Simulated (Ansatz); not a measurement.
Runs of Ansatz 0.2.0 on CsLiCr2Te2S3. It takes space group P3m1 (No. 156, trigonal). Conventional cell: a = 3.604 Å, b = 3.604 Å, c = 19.067 Å, α = 90.00°, β = 90.00°, γ = 120.00°. Cs (site symmetry 3m) is surrounded by 3 S at 3.38 Å and 6 Cs at 3.60 Å and 3 Te at 3.77 Å. Around Li (site symmetry 3m) lie 6 S at 2.63 to 2.66 Å. Cr (site symmetry 3m) has 3 S at 2.40 Å and 3 Te at 2.74 Å as nearest neighbours. Around Cr (site symmetry 3m) lie 6 S at 2.43 to 2.45 Å. Te (site symmetry 3m) has 6 Te at 3.60 Å and 3 Cs at 3.77 Å as nearest neighbours. Around Te (site symmetry 3m) lie 3 Cr at 2.74 Å. S (site symmetry 3m) is surrounded by 3 Cr at 2.45 Å and 3 Li at 2.63 Å. Around S (site symmetry 3m) lie 3 Cr at 2.40 Å and 3 Li at 2.66 Å. The cell was built by a generator and needn't be a form met in nature.

```csv
task,level,potentials or basis,U,cell,k mesh,cutoff (eV),hubbard projectors,double counting,points for each segment of the path,gap on the mesh (eV),pressure (GPa),moment (μB),relaxed volume (Å³/atom),largest force (eV/Å)
projected density of states,PBE+U,Ansatz PAW,Cr d U = 8 eV,as given,9 × 9 × 2,420,ortho-atomic (the default),fll (the default),-,none,5.4,6.15,-,(b)
band structure,BLYP,Ansatz PAW,-,as given,9 × 9 × 2,420,-,-,10,none,3.7,5.65,-,0.30
projected density of states,PBE+U,Ansatz PAW,Cr d U = 4 eV,as given,9 × 9 × 2,420,ortho-atomic (the default),fll (the default),-,none,2.6,6.09,-,0.77
relaxation of cell and atoms,revPBE,Ansatz PAW,-,relaxed,6 × 6 × 1,420,-,-,-,none,0.0,(a),26.95,-
single point,PBE,Ansatz PAW,-,as given,9 × 9 × 2,420,-,-,-,none,0.0,5.64,-,0.03
single point,PBE,SPMS NC,-,as given,9 × 9 × 2,871,-,-,-,none,0.3,5.65,-,(c)
relaxation of cell and atoms,PBEsol+D3(BJ),Ansatz PAW,-,relaxed,6 × 6 × 1,420,-,-,-,none,0.0,5.85,21.02,-
```

Alike in all rows: spin collinear, ferromagnetic start; smearing fermi-dirac 0.05 eV.

Problem. Fill in the values left out.

Solution. (a) 5.71; (b) 1.41; (c) 0.04.

Caveats: only a ferromagnetic start was run, and an antiferromagnetic order may lie lower in energy; the PAW data sets come from PBE, with cores solved anew for the run's functional, which leaves a small shift of forces and pressure (some runs); the magnetic or orbital state may not be the lowest (some runs); the density of states is complete only up to the lowest level of the last band computed (some runs); the potentials were made for another functional, which shifts forces and pressure (some runs); the plane-wave basis is chosen anew once the cell has moved, so the energies of steps on either side of that aren't comparable (some runs); forces of over 1 eV/Å show positions far from the minimum, so gaps and moduli don't describe the material at rest (some runs).

A k mesh can miss the band edges, and the runs leave out spin-orbit coupling on Cs, Te.

A gap of «none» marks a metal or a gap under the smearing width.

Not every run made on this cell is shown here.
